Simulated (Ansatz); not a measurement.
**CH3BZn: single points off equilibrium**

Aim: energy, forces and dipole at a frame of a short trajectory, from CCSD(T) and from density functionals.

Computed with Ansatz 0.2.0, Gaussian basis. Level: single points in def2-TZVPP.

Cores are frozen in the correlated methods. The 3s and 3p shells of Cu and Zn are frozen; filled d shells are correlated.

1 further run of the same task is left out (it didn't finish).

### 1 The starting structure

SMILES `B=[CH][ZnH]`, 6 atoms, charge 0, spin multiplicity 1.

Atoms are counted from 1 here; the program's logs count them from 0.

Bond lengths: B1–C2 1.359 Å, B1–H4 1.211 Å, C2–Zn3 1.972 Å, C2–H5 1.055 Å, Zn3–H6 1.467 Å. Angles: C2–B1–H4 177.7°, B1–C2–Zn3 110.7°, B1–C2–H5 136.1°, Zn3–C2–H5 113.3°, C2–Zn3–H6 173.2°.

Geometry (Å):

```mol
CH3BZn
  3D, bonds by distance, orders not assigned

  6  5  0  0  0  0  0  0  0  0999 V2000
   -0.1322    1.2553    0.5569 B   0  0
    0.4824    0.4543   -0.3532 C   0  0
   -0.2214   -1.3852   -0.2491 Zn  0  0
   -0.6666    1.9386    1.4020 H   0  0
    1.2275    0.5745   -1.0909 H   0  0
   -0.7189   -2.7619   -0.3431 H   0  0
  1  2  8  0
  1  4  8  0
  2  3  8  0
  2  5  8  0
  3  6  8  0
M  END
```

### 2 PBE-D4/def2-TZVPP

Contents of run/in.yaml:

```yaml
crystal:
  periodic: [false, false, false]
  atoms:
    - {symbol: B, position_ang: [-0.132229, 1.255349, 0.556920]}
    - {symbol: C, position_ang: [0.482383, 0.454266, -0.353213]}
    - {symbol: Zn, position_ang: [-0.221401, -1.385184, -0.249138]}
    - {symbol: H, position_ang: [-0.666640, 1.938618, 1.402029]}
    - {symbol: H, position_ang: [1.227486, 0.574494, -1.090920]}
    - {symbol: H, position_ang: [-0.718933, -2.761928, -0.343067]}
basis:
  gaussian: {orbitals: def2-TZVPP}
hamiltonian: {xc: pbe, dispersion: d4}
output: {forces: true}
```

The run is started by

```bash
ansatz run in.yaml --threads 2 --pin off --events-out ev --progress --plain --max-ram 3481MiB
```

### 3 r2SCAN-D4/def2-TZVPP

run/in.yaml, as its differences from that of step 2:

```diff
@@ -11,3 +11,3 @@
   gaussian: {orbitals: def2-TZVPP}
-hamiltonian: {xc: pbe, dispersion: d4}
+hamiltonian: {xc: r2scan, dispersion: d4}
 output: {forces: true}
```

### 4 PBE0-D4/def2-TZVPP

run/in.yaml, as its differences from that of step 3:

```diff
@@ -11,3 +11,3 @@
   gaussian: {orbitals: def2-TZVPP}
-hamiltonian: {xc: r2scan, dispersion: d4}
-output: {forces: true}
+hamiltonian: {xc: pbe0, dispersion: d4}
+output: {forces: true, orbitals: {seedname: orbitals}}
```

### 5 wB97M-V/def2-TZVPP

run/in.yaml, as its differences from that of step 4:

```diff
@@ -11,3 +11,3 @@
   gaussian: {orbitals: def2-TZVPP}
-hamiltonian: {xc: pbe0, dispersion: d4}
-output: {forces: true, orbitals: {seedname: orbitals}}
+hamiltonian: {xc: {name: wB97M-V}}
+output: {forces: true}
```

### 6 CCSD(T)/def2-TZVPP

run/in.yaml, as its differences from that of step 5:

```diff
@@ -11,3 +11,3 @@
   gaussian: {orbitals: def2-TZVPP}
-hamiltonian: {xc: {name: wB97M-V}}
+correlation: {method: ccsd_t, frozen_orbitals: {B: 1, C: 1, H: 0, Zn: 9}}
 output: {forces: true}
```

(Steps that only read results are left out.)

Before running it: what results should come out? Wanted: energy less free atoms, CCSD(T)/def2-TZVPP; RMS force component; RMS force error; HOMO and LUMO, PBE0-D4; T1 diagnostic.

**Answer**, as computed:

| quantity | value |
| --- | --- |
| energy less free atoms, CCSD(T)/def2-TZVPP | -1760.8 kJ/mol |
| RMS force component | 0.621 to 0.663 eV/Å over the methods |
| RMS force error | PBE-D4 0.125, r2SCAN-D4 0.154, PBE0-D4 0.195, wB97M-V 0.220 eV/Å |
| HOMO and LUMO, PBE0-D4 | -6.70 and -1.25 eV |
| T1 diagnostic | 0.016 |

What this shows: Against CCSD(T) the functionals' energies less atoms differ by -89.3 to -61.9 kJ/mol, PBE-D4 by -89.3 kJ/mol. A larger basis would deepen the CCSD(T) value, while the functionals are nearly converged already, so the order here is not reliable. The forces of PBE-D4 come nearest to CCSD(T), those of wB97M-V are farthest. Frozen-core CCSD(T) forces in triple zeta carry basis errors of their own, and this is one geometry, so small gaps rank nothing.
